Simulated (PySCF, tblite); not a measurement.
**C₃H₉FSSi₂: geometry, infrared bands and NMR shifts**

What infrared bands and NMR shifts should C₃H₉FSSi₂ (`FC/C=C\[SiH2]S[SiH3]`) show?

Programs: tblite 0.8.0 and PySCF 2.14.0, with density-fitted response routines of our own. Each step states its level of theory. These are calculated values for one molecule in the gas phase, unless marked as measured. Atoms count from 0, in the outputs and in this text.

### 1 The molecule as given

16 atoms, charge 0, multiplicity 1; geometry from: force field or distance geometry start.

Bonds of the start (Å): F0–C1 1.38, C1–C2 1.49, C2–C3 1.34, C3–Si4 1.84, Si4–S5 2.14, S5–Si6 2.14, C1–H7 1.10, C1–H8 1.08, C2–H9 1.10, C3–H10 1.08, Si4–H11 1.48, Si4–H12 1.48, Si6–H13 1.49, Si6–H14 1.48, Si6–H15 1.48.

### 2 Optimising the geometry with GFN2-xTB

What the job is given:

```
{"job": {"kind": "relax", "xc": "GFN2-xTB", "basis": "xTB"}, "charge": 0, "multiplicity": 1}
F     -1.919600    -1.580900     0.644900
C     -2.902600    -0.665500     0.349800
C     -2.333400     0.638000    -0.107600
C     -1.064200     1.028300    -0.288100
Si     0.485900     0.079600     0.008100
S      2.106200     1.379100    -0.499000
Si     3.607200    -0.068700    -0.040900
H     -3.485600    -0.516500     1.270100
H     -3.535800    -1.105700    -0.411300
H     -3.114700     1.377900    -0.339600
H     -0.877100     2.028100    -0.636300
H      0.603500    -0.303600     1.429900
H      0.534700    -1.101800    -0.879400
H      3.513000    -0.461100     1.388300
H      3.438400    -1.249400    -0.910100
H      4.936600     0.531200    -0.272200
```

On the command line:

```bash
$ OMP_NUM_THREADS=1 python probes_run.py task.json out
```

The driver reads the jobs from task.json and runs them one after another.

**Question.** This job is followed by: GFN2-xTB harmonic vibrations, gas phase; GIAO PBE0/pcSseg-1 NMR shielding, non-relativistic, gas phase. Predict these results of the whole session: strongest single infrared mode (GFN2-xTB); zero-point energy (GFN2-xTB); ¹³C shifts against TMS (PBE0/pcSseg-1); ¹H shifts against TMS (PBE0/pcSseg-1, means over atoms taken as alike); ¹⁹F shifts against CFCl3 (PBE0/pcSseg-1); ²⁹Si shifts against TMS (PBE0/pcSseg-1); ³³S shifts against CS2 (PBE0/pcSseg-1).

As calculated:

```
                                                              quantity                             value
                             strongest single infrared mode (GFN2-xTB)             2298 cm⁻¹, 502 km/mol
                                          zero-point energy (GFN2-xTB)                     65.5 kcal/mol
                                ¹³C shifts against TMS (PBE0/pcSseg-1)            151.7, 128.2, 90.0 ppm
¹H shifts against TMS (PBE0/pcSseg-1, means over atoms taken as alike)  6.54, 6.17, 5.51, 5.23, 4.61 ppm
                              ¹⁹F shifts against CFCl3 (PBE0/pcSseg-1)                        -265.8 ppm
                               ²⁹Si shifts against TMS (PBE0/pcSseg-1)                  -36.6, -60.6 ppm
                                ³³S shifts against CS2 (PBE0/pcSseg-1)                          -319 ppm
```

**Reading.** The optimisation took 58 steps and gained 0.182 eV; among the close pairs (by a distance rule), C3–Si4 changed most, from 1.841 to 1.879 Å. All 42 modes are real, so the xTB geometry is a minimum. The strongest single mode, at 2298 cm⁻¹, moves mainly H14 and H13. Unscaled tight-binding wavenumbers are off by several per cent, some by more. Its intensities can rank the bands wrongly.
